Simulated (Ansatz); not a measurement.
# C₂H₇NSSi: small, medium and large basis sets

An exercise on one series of results from a longer session: the logs are not shown, and one member is left open.

Method: one geometry, several basis sets; program: Ansatz 0.2.0, Gaussian basis.

The runs, in order: PBE0-D4/def2-SVP; ωB97M-V/def2-SVP; PBE0-D4/def2-QZVPP; ωB97M-V/def2-QZVPP; the functionals' def2-TZVPP values are taken from earlier runs.

## The geometry

An earlier PBE0-D4 in a triple-zeta def2 set relaxation fixed the geometry.

SMILES `NC1([SiH3])CS1`, 12 atoms, charge 0, spin multiplicity 1.

Atoms are counted from 1 here; the program's logs count them from 0.

Bond lengths: N1–C2 1.405 Å, N1–H6 1.013 Å, N1–H7 1.011 Å, C2–Si3 1.879 Å, C2–C4 1.472 Å, C2–S5 1.897 Å, Si3–H8 1.481 Å, Si3–H9 1.490 Å, Si3–H10 1.486 Å, C4–S5 1.806 Å, C4–H11 1.087 Å, C4–H12 1.086 Å. Angles: C2–N1–H6 112.7°, C2–N1–H7 112.8°, H6–N1–H7 108.8°, N1–C2–Si3 117.1°, N1–C2–C4 118.2°, N1–C2–S5 120.3°, Si3–C2–C4 118.0°, Si3–C2–S5 108.3°, C4–C2–S5 63.4°, C2–Si3–H8 108.2°, C2–Si3–H9 110.6°, C2–Si3–H10 108.9°, H8–Si3–H9 109.8°, H8–Si3–H10 110.9°, H9–Si3–H10 108.3°, C2–C4–S5 69.9°, C2–C4–H11 116.5°, C2–C4–H12 119.0° and more.

Coordinates:

```
atom    x (Å)    y (Å)    z (Å)
  N1  -0.5473   1.4768   0.3502
  C2  -0.1731   0.2034  -0.1100
 Si3   1.4069  -0.5316   0.5920
  C4  -1.2358  -0.7217  -0.5358
  S5  -0.2510  -0.2079  -1.9597
  H6  -1.3718   1.8340  -0.1176
  H7   0.1952   2.1576   0.2671
  H8   1.5123  -1.9344   0.1275
  H9   1.3858  -0.4926   2.0809
 H10   2.5639   0.2722   0.1197
 H11  -2.2526  -0.3387  -0.5071
 H12  -1.1555  -1.7723  -0.2732
```

The first run:

File in.yaml:

```yaml
crystal:
  periodic: [false, false, false]
  atoms:
    - {symbol: N, position_ang: [-0.547314, 1.476814, 0.350230]}
    - {symbol: C, position_ang: [-0.173061, 0.203363, -0.109960]}
    - {symbol: Si, position_ang: [1.406902, -0.531630, 0.591993]}
    - {symbol: C, position_ang: [-1.235774, -0.721706, -0.535772]}
    - {symbol: S, position_ang: [-0.251014, -0.207853, -1.959700]}
    - {symbol: H, position_ang: [-1.371809, 1.834034, -0.117561]}
    - {symbol: H, position_ang: [0.195237, 2.157597, 0.267124]}
    - {symbol: H, position_ang: [1.512312, -1.934363, 0.127479]}
    - {symbol: H, position_ang: [1.385819, -0.492607, 2.080926]}
    - {symbol: H, position_ang: [2.563855, 0.272161, 0.119742]}
    - {symbol: H, position_ang: [-2.252566, -0.338682, -0.507126]}
    - {symbol: H, position_ang: [-1.155486, -1.772330, -0.273175]}
basis:
  gaussian: {orbitals: def2-SVP}
hamiltonian: {xc: pbe0, dispersion: d4}
output: {orbitals: {seedname: orbitals}}
```

Among the steps run: PBE0-D4 in def2-SVP; ωB97M-V in def2-SVP; PBE0-D4 in def2-QZVPP; ωB97M-V in def2-QZVPP.

One table of the session follows, with a row left open; its other results are not shown here.

It belongs to the step «Density functionals: the series». 

| functional | basis | HOMO (eV) | LUMO (eV) |
| --- | --- | --- | --- |
| PBE0-D4 | def2-SVP | -6.33 | 0.36 |
| PBE0-D4 | def2-TZVPP | -6.48 | -0.04 |
| PBE0-D4 | def2-QZVPP | -6.52 | -0.18 |
| ωB97M-V | def2-SVP | -8.52 | 2.42 |
| ωB97M-V | def2-TZVPP | ? | ? |
| ωB97M-V | def2-QZVPP | -8.73 | 1.47 |

Q: Estimate the row for ωB97M-V, def2-TZVPP from the others.

As computed: HOMO (eV): -8.69; LUMO (eV): 1.84. In the column «HOMO (eV)» it lies between ωB97M-V, def2-QZVPP (-8.73) and ωB97M-V, def2-SVP (-8.52).
